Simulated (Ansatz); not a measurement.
# SrOs (CsCl type): equation of state

An exercise on one series of results from a longer session: the logs are not shown, and one member is left open.

Program: Ansatz 0.2.0. Level of theory: DFT r²SCAN, scalar-relativistic, plane waves, PAW. These are calculated values, not measurements.

1 further run of the same task is left out (it didn't finish). Runs told in other sessions of the task aren't counted.

### The system as given

Symmetry: Pm-3m, No. 221, cubic system. The conventional cell has a = 3.585 Å, b = 3.585 Å, c = 3.585 Å, α = 90.00°, β = 90.00°, γ = 90.00°. Around Sr (site symmetry m-3m) lie 8 Os at 3.10 Å. Os (site symmetry m-3m) is surrounded by 8 Sr at 3.10 Å.

Structure file:

```
CELL_PARAMETERS angstrom
3.58479 0.00000 0.00000
0.00000 3.58479 0.00000
0.00000 0.00000 3.58479
ATOMIC_POSITIONS crystal
Sr 0.00000 0.00000 0.00000
Os 0.50000 0.50000 0.50000
```

This cell comes from an earlier session at r²SCAN: 23.033 Å³/atom at 0.00 GPa, on a 10×10×10 mesh.

Volume factors to run: 0.980, 1.020, 0.960, 1.040, 1.070.

Set-up of the first run:

File input.yaml:

```yaml
crystal:
  lattice:
    - [3.5607262637, 0.0, 0.0]
    - [0.0, 3.5607262637, 0.0]
    - [0.0, 0.0, 3.5607262637]
  atoms:
    - { symbol: Sr, position: [0.0, 0.0, 0.0] }
    - { symbol: Os, position: [0.5, 0.5, 0.5] }
basis:
  ecutwfc: 500
  ecutrho_ratio: 4
kpoints:
  mp_grid: { grid: [10, 10, 10] }
hamiltonian:
  xc: r2scan
scf:
  occupations: { method: gaussian, width: 0.05 }
output:
  forces: true
  stress: true
  eigenvalues: true
```

The run is started by

```sh
$ ansatz run input.yaml --threads 2 --pin off --max-ram 2662MiB --backend cpu --events-out ev --progress --plain --runs-dir out
```

Among the steps run: Volume × 0.980; Scaling the volume by 1.020; Scaling the volume by 0.960; Scaling the volume by 1.040; Scaling the volume by 1.070.

One table of the session follows, with a row left open; its other results are not shown here.

It belongs to the step «Energy and pressure against volume». 

```
volume (Å³/atom)  energy (meV/atom)  pressure (GPa)
          22.112               8.31            3.02
          22.573                  ?               ?
          23.033               0.00            0.00
          23.494               1.92           -1.31
          23.955               7.42           -2.49
          24.646              21.63           -4.05
```

Q: Estimate the row for volume (Å³/atom) = 22.573 from the others.

Worked estimate for «energy (meV/atom)». A straight line through the neighbours (22.112, 8.31) and (23.033, 0.00) gives 8.31 + (0.00 − 8.31) × (22.573 − 22.112) / (23.033 − 22.112) = 4.15; a parabola fitted to 3 rows on both sides gives 2.13.

The run gave: energy (meV/atom): 2.00; pressure (GPa): 1.43. In «energy (meV/atom)» the line misses by +2.15 and the parabola by +0.13.
